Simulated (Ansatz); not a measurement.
# BH₄NOSi: how energies converge with the basis set

Aim: see how fast density functionals converge with the basis set for BH₄NOSi.

Method: one geometry, several basis sets; program: Ansatz 0.2.0, Gaussian basis.

The runs, in order: PBE0-D4/def2-SVP; ωB97M-V/def2-SVP; PBE0-D4/def2-QZVPP; ωB97M-V/def2-QZVPP; the functionals' def2-TZVPP values are taken from earlier runs.

### Step 1. The relaxed structure

The geometry comes from an earlier relaxation with PBE0-D4 in a triple-zeta def2 set; it is a stationary point, not always the lowest conformer.

SMILES `OB1N[SiH2]1`, 8 atoms, charge 0, spin multiplicity 1.

Atoms are counted from 1 here; the program's logs count them from 0.

Bond lengths: O1–B2 1.350 Å, O1–H5 0.962 Å, B2–N3 1.394 Å, B2–Si4 1.923 Å, N3–Si4 1.759 Å, N3–H6 1.009 Å, Si4–H7 1.488 Å, Si4–H8 1.488 Å. Angles: B2–O1–H5 113.7°, O1–B2–N3 139.4°, O1–B2–Si4 158.9°, N3–B2–Si4 61.6°, B2–N3–Si4 74.2°, B2–N3–H6 140.3°, Si4–N3–H6 145.5°, B2–Si4–N3 44.2°, B2–Si4–H7 125.7°, B2–Si4–H8 125.7°, N3–Si4–H7 115.8°, N3–Si4–H8 115.8°, H7–Si4–H8 108.5°.

### Step 2. PBE0-D4 in def2-SVP

Input file in.yaml:

```yaml
crystal:
  periodic: [false, false, false]
  atoms:
    - {symbol: O, position_ang: [0.885740, 1.819277, 0.641597]}
    - {symbol: B, position_ang: [0.390488, 0.624274, 0.253888]}
    - {symbol: N, position_ang: [-0.746869, 0.096627, -0.355293]}
    - {symbol: Si, position_ang: [0.303349, -1.276184, -0.028882]}
    - {symbol: H, position_ang: [0.299726, 2.559299, 0.456021]}
    - {symbol: H, position_ang: [-1.630762, 0.394726, -0.738904]}
    - {symbol: H, position_ang: [-0.221000, -2.275102, 0.940761]}
    - {symbol: H, position_ang: [0.811528, -2.000117, -1.224990]}
basis:
  gaussian: {orbitals: def2-SVP}
hamiltonian: {xc: pbe0, dispersion: d4}
output: {orbitals: {seedname: orbitals}}
```

Launch:

```console
$ ansatz run in.yaml --threads 2 --pin off --events-out ev --progress --plain --max-ram 4352MiB
```

The runs that follow: ωB97M-V in def2-SVP; PBE0-D4 in def2-QZVPP; ωB97M-V in def2-QZVPP.

Q: Predict the results of all the runs planned. Wanted: PBE0-D4: double and triple zeta above quadruple; ωB97M-V: double and triple zeta above quadruple.

The runs gave:

| quantity | value |
| --- | --- |
| PBE0-D4: double and triple zeta above quadruple | 8.30, 0.52 eV |
| ωB97M-V: double and triple zeta above quadruple | 8.40, 0.48 eV |

**Reading.** For PBE0-D4 the step from double to triple zeta gains 7.78 eV and the next only 0.52 eV. These are total energies; as a rule much of such shifts cancels in differences, which this series doesn't test. The LUMO of ωB97M-V is positive and keeps falling with the basis (2.07 to 0.98 eV): an unbound level that the basis holds in place.
